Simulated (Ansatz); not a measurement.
Crystal: CsLiCr2Te2S3.

```
Cs Li Cr Te S
1.0
     3.60358    0.00000    0.00000
    -1.80179    3.12079    0.00000
     0.00000    0.00000   19.06651
Cs Li Cr Te S
1 1 2 2 3
Direct
  0.00000 0.00000 0.37399
  0.66667 0.33333 0.01607
  0.00000 0.00000 0.86637
  0.33333 0.66667 0.16833
  0.33333 0.66667 0.53891
  0.66667 0.33333 0.77276
  0.00000 0.00000 0.10030
  0.33333 0.66667 0.92920
  0.66667 0.33333 0.23408
```

The cell was built by a generator and needn't be a form met in nature.

Base run:

```yaml
Program: Ansatz 0.2.0
Functional: RPBE
Potentials_or_basis: Ansatz PAW
Cutoff: "420 eV (not typed: the program's choice for these potentials)"
k_mesh: 9 × 9 × 2
Occupations: fermi-dirac, width 0.05 eV
Spin: collinear spin, ferromagnetic start
Starting_moments: "[0.0, 0.0, 3.0, 3.0, 0.0, 0.0, 0.0, 0.0, 0.0] μB"
```

Its results: band gap on the k mesh none (metal or under the smearing width); pressure 2.1 GPa; net moment 5.65 μB per cell; site moments Cs +0.00; Li -0.01; Cr +2.61, +2.76; Te -0.01, -0.16; S -0.05, -0.07 μB; largest force 0.137 eV/Å.

Question: The run is repeated on the same cell with these changes: functional from RPBE to PBE. What comes out?

Answer: Band gap on the k mesh none (metal or under the smearing width); pressure 0.0 GPa; net moment 5.64 μB per cell; site moments Cs +0.00; Li -0.01; Cr +2.58, +2.74; Te -0.01, -0.15; S -0.05, -0.06 μB; largest force 0.033 eV/Å.

PBE binds more tightly than RPBE, so the same cell stands under less pressure.

Caveats: only a ferromagnetic start was run, and an antiferromagnetic order may lie lower in energy; spin-orbit coupling is left out, which moves the levels of the heavy elements (some runs); the PAW data sets come from PBE, with cores solved anew for the run's functional, which leaves a small shift of forces and pressure (some runs).
